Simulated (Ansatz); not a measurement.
# BrFH5NSi2: the cost of one run

Computed with Ansatz 0.2.0 through its Python package. Level of theory: MP2/def2-SVP.

### Step 1. Starting point

Bond lengths: F1–Si2 1.540 Å, Si2–Br3 2.185 Å, Si2–N4 1.719 Å, N4–Si5 1.740 Å, Si2–H6 1.463 Å, N4–H7 1.019 Å, Si5–H8 1.446 Å, Si5–H9 1.432 Å, Si5–H10 1.479 Å. Angles (14 of 15 angles, heavy atoms first): F1–Si2–Br3 108.3°, F1–Si2–N4 110.7°, Br3–Si2–N4 105.0°, Si2–N4–Si5 105.9°, F1–Si2–H6 110.4°, Br3–Si2–H6 110.5°, N4–Si2–H6 111.9°, Si2–N4–H7 105.5°, Si5–N4–H7 107.1°, N4–Si5–H8 110.4°, N4–Si5–H9 103.7°, N4–Si5–H10 108.0°, H8–Si5–H9 108.9°, H8–Si5–H10 113.1°.

No structure file is read: the coordinates are typed or built in the script.

### Step 2. Script

Contents of energy.py:

```python
# -*- coding: utf-8 -*-
"""Electronic structure of the BrFH5NSi2 molecule."""

from pathlib import Path
import json

import ansatz
from ase import Atoms
import numpy as np


def main():
    atoms = Atoms(["F", "Si", "Br", "N", "Si", "H", "H", "H", "H", "H"], positions=[
        (-1.4204, 0.4206, 1.4427),
        (0.0769, 0.0841, 1.3132),
        (1.1809, 1.309, 2.7471),
        (0.6743, 0.5568, -0.228),
        (-0.1292, -0.4657, -1.3841),
        (0.3038, -1.3378, 1.5734),
        (0.3294, 1.5045, -0.3746),
        (-1.5582, -0.2526, -1.3362),
        (0.3667, -0.0048, -2.6465),
        (0.2589, -1.8654, -1.1039),
    ])
    system = ansatz.Crystal.molecule_from_ase(atoms)

    model = system.calculation()
    model = model.basis(gaussian="def2-SVP").correlation("MP2", electrons="valence")
    model = model.scf(lower_state_search="light")
    model = model.forces()
    model = model.orbitals()
    result = model.run(threads=1, pin="off", runs_dir="out")
    data = result.report

    for key in ("converged", "free_energy_ev", "reference_energy_ev", "n_frozen", "n_occupied", "n_virtual"):
        print(f"{key:22s} {data[key]}")

    print("correlation energy", round(data["free_energy_ev"] - data["reference_energy_ev"], 5), "eV")
    cluster = data["correlation"].get("coupled_cluster")
    if cluster:
        print("cycles", cluster["cycles"], " T1 diagnostic", round(cluster["t1_diagnostic"], 4), " largest double", round(cluster["largest_double"], 4))

    field = data["mean_field"]
    print("<S^2> =", round(abs(field["state"]["spin_squared"]), 4), " all-electron relativity setting:", field["relativity"])
    print("passes:", field["passes"])
    if "symmetry" in field:
        print("occupied orbitals by irrep:", field["symmetry"]["occupied"])

    symbols = [site.symbol for site in system.cartesian_sites]
    print("forces (eV/A)")
    for symbol, f in zip(symbols, data["forces_ev_ang"]):
        print(f"  {symbol:2s} {f[0]:9.4f} {f[1]:9.4f} {f[2]:9.4f}")

    charges = data["charge_distribution"]
    print("dipole moment", round(4.803205 * float(np.linalg.norm(charges["dipole_moment_e_ang"])), 3), "D")
    print("Mulliken:", [(s, round(q, 3)) for s, q in zip(symbols, charges["mulliken_charges_e"])])

    lines = Path(data["orbitals_path"]).read_text().splitlines()
    field_of = lambda key: [line.split("=")[1].strip() for line in lines if line.startswith(key)]
    orbitals = [(27.211386 * float(e), s, float(n)) for e, s, n in zip(field_of("Ene="), field_of("Spin="), field_of("Occup="))]
    homo = max(e for e, _, n in orbitals if n > 0.5)
    lumo = min(e for e, _, n in orbitals if n < 0.5)
    print(f"HOMO {homo:.3f} eV, LUMO {lumo:.3f} eV, gap {lumo - homo:.3f} eV")
    with open("brfh5nsi2.json", "w") as handle:
        json.dump({k: data[k] for k in ("free_energy_ev", "reference_energy_ev", "n_occupied", "n_virtual")}, handle, indent=1)


if __name__ == "__main__":
    main()
```

### Step 3. The calls as engine input

The engine receives this input:

```yaml
crystal:
  periodic: [false, false, false]
  atoms:
    - { symbol: F, position_ang: [-1.4204, 0.4206, 1.4427] }
    - { symbol: Si, position_ang: [0.0769, 0.0841, 1.3132] }
    - { symbol: Br, position_ang: [1.1809, 1.309, 2.7471] }
    - { symbol: "N", position_ang: [0.6743, 0.5568, -0.228] }
    - { symbol: Si, position_ang: [-0.1292, -0.4657, -1.3841] }
    - { symbol: H, position_ang: [0.3038, -1.3378, 1.5734] }
    - { symbol: H, position_ang: [0.3294, 1.5045, -0.3746] }
    - { symbol: H, position_ang: [-1.5582, -0.2526, -1.3362] }
    - { symbol: H, position_ang: [0.3667, -0.0048, -2.6465] }
    - { symbol: H, position_ang: [0.2589, -1.8654, -1.1039] }
basis:
  gaussian:
    orbitals: def2-SVP
correlation:
  method: mp2
  electrons: valence
scf:
  lower_state_search: light
output:
  orbitals: {}
  forces: true
```

### Step 4. The run

Launch:

```sh
python energy.py
```

**Question.** How long does this script take on 1 thread of Arm Neoverse V2, shared host, and how much memory does it need?

About 8.2 s, with a peak of 0.39 GiB.
